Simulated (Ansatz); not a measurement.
# FePt: the cost of one run

Computed with Ansatz 0.2.0 (DFT PBE, scalar-relativistic, plane waves, PAW, unless a step's input says otherwise).

1 further run of the same task is left out (it didn't finish). Runs told in other sessions of the task aren't counted.

## Step 1: The structure to begin with

It takes space group P4/mmm (No. 123, tetragonal). Conventional cell: a = 2.729 Å, b = 2.729 Å, c = 3.765 Å, α = 90.00°, β = 90.00°, γ = 90.00°. Around Fe (site symmetry 4/mmm) lie 8 Pt at 2.70 Å and 4 Fe at 2.73 Å. Around Pt (site symmetry 4/mmm) lie 8 Fe at 2.70 Å and 4 Pt at 2.73 Å.

Structure file:

```
Fe Pt
1.0
     2.72910    0.00000    0.00000
     0.00000    2.72910    0.00000
     0.00000    0.00000    3.76523
Fe Pt
1 1
Direct
  0.50000 0.50000 0.50000
  0.00000 0.00000 0.00000
```

It is the end of an earlier relaxation with the same method, from a generated guess; it is a trial structure. At a tolerance of 0.05 Å it has space group P4/mmm (No. 123); it has 14.02 Å³/atom, an uncorrected energy of -0.23 eV/atom over the elements and, on its mesh, gap none (metal).

## Step 2: Volume × 0.97

The input, input.yaml:

```yaml
crystal:
  lattice:
    - [2.7015346973, 0.0, 0.0]
    - [0.0, 2.7015346973, 0.0]
    - [0.0, 0.0, 3.7271906719]
  atoms:
    - { symbol: Fe, position: [0.5, 0.5, 0.5], spin: 3.28 }
    - { symbol: Pt, position: [0.0, 0.0, 0.0], spin: 0.42 }
basis:
  ecutwfc: 420
kpoints:
  mp_grid: { grid: [20, 20, 14] }
hamiltonian:
  xc: pbe
scf:
  occupations: { method: gaussian, width: 0.1 }
output:
  forces: true
  stress: true
  eigenvalues: true
  populations: true
magnetization:
  spin_polarized: true
relax:
  adjacent_minimum: "off"
  f_tol: 0.01
  max_steps: 30
  cell: { stress_tol: 0.1, fix: [volume] }
```

The run is started by

```bash
> ansatz run input.yaml --threads 4 --pin off --max-ram 8192MiB --backend cpu --events-out ev --progress --plain --runs-dir out
```

What time and memory should one allow on 4 threads of Intel Xeon at 2.50GHz (Skylake/Cascade Lake), shared host?

About 64 s, with a peak of 0.82 GiB.
